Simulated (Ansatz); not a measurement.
A run of Ansatz 0.2.0 is set up as follows.

Contents of input.yaml:

```yaml
crystal:
  lattice:
    - [3.0666049652, 0.0, 0.0]
    - [-1.5333024826, 2.6557578032, 0.0]
    - [0.0, 0.0, 15.11715007]
  atoms:
    - { symbol: Ti, position: [0.0, 0.0, 0.5] }
    - { symbol: Ti, position: [0.0, 0.0, 0.0] }
    - { symbol: Ti, position: [0.3333333333, 0.6666666667, 0.65612229] }
    - { symbol: Ti, position: [0.6666666667, 0.3333333333, 0.15612229] }
    - { symbol: Ti, position: [0.6666666667, 0.3333333333, 0.34387771] }
    - { symbol: Ti, position: [0.3333333333, 0.6666666667, 0.84387771] }
    - { symbol: C, position: [0.3333333333, 0.6666666667, 0.08589624] }
    - { symbol: C, position: [0.6666666667, 0.3333333333, 0.58589624] }
    - { symbol: C, position: [0.3333333333, 0.6666666667, 0.41410376] }
    - { symbol: C, position: [0.6666666667, 0.3333333333, 0.91410376] }
hamiltonian:
  xc: pbesol
  pseudopotentials: { kind: nc, accuracy: stringent }
kpoints:
  mp_grid: { grid: [10, 10, 2] }
  band_path:
    path:
      - [[0.0, 0.0, 0.0], [0.5, 0.0, 0.0], [0.3333333333, 0.3333333333, 0.0], [0.0, 0.0, 0.0], [0.0, 0.0, 0.5], [0.5, 0.0, 0.5], [0.3333333333, 0.3333333333, 0.5], [0.0, 0.0, 0.5]]
      - [[0.5, 0.0, 0.5], [0.5, 0.0, 0.0]]
      - [[0.3333333333, 0.3333333333, 0.0], [0.3333333333, 0.3333333333, 0.5]]
    npoints: 10
scf:
  occupations: { method: fermi_dirac, width: 0.05 }
  n_extra_bands: 25
output:
  forces: true
  stress: true
  eigenvalues: true
  fatbands: false
```

Potentials or basis: PseudoDojo stringent (PBEsol files).

Run with:

```console
$ ansatz run input.yaml --threads 4 --pin off --max-ram 11264MiB --backend cpu --events-out ev --progress --plain --runs-dir out
```

Q: Predict the pressure.

A: -4.7 GPa.

Q: Estimate the band gap on the k mesh.

A: None (metal or under the smearing width).

Q: Predict the largest force.

A: 0.309 eV/Å.

Levels at the corners of the path, in eV from the Fermi level:
```tsv
point	band 41	band 42	band 43	band 44	band 45	band 46	band 47	band 48
Γ	-1.77	-1.70	0.21	0.36	0.36	0.49	0.50	0.50
M	-1.85	-1.70	-1.14	-1.12	0.30	0.57	1.83	2.06
K	-0.97	-0.89	-0.46	-0.46	0.49	0.65	0.70	0.70
Γ	-1.77	-1.70	0.21	0.36	0.36	0.49	0.50	0.50
A	-1.82	-1.82	0.34	0.34	0.42	0.42	0.42	0.42
L	-1.81	-1.81	-1.13	-1.13	0.43	0.43	1.97	1.97
H	-0.93	-0.93	-0.46	-0.46	0.57	0.57	0.70	0.70
A	-1.82	-1.82	0.34	0.34	0.42	0.42	0.42	0.42
L	-1.81	-1.81	-1.13	-1.13	0.43	0.43	1.97	1.97
M	-1.85	-1.70	-1.14	-1.12	0.30	0.57	1.83	2.06
K	-0.97	-0.89	-0.46	-0.46	0.49	0.65	0.70	0.70
H	-0.93	-0.93	-0.46	-0.46	0.57	0.57	0.70	0.70
```
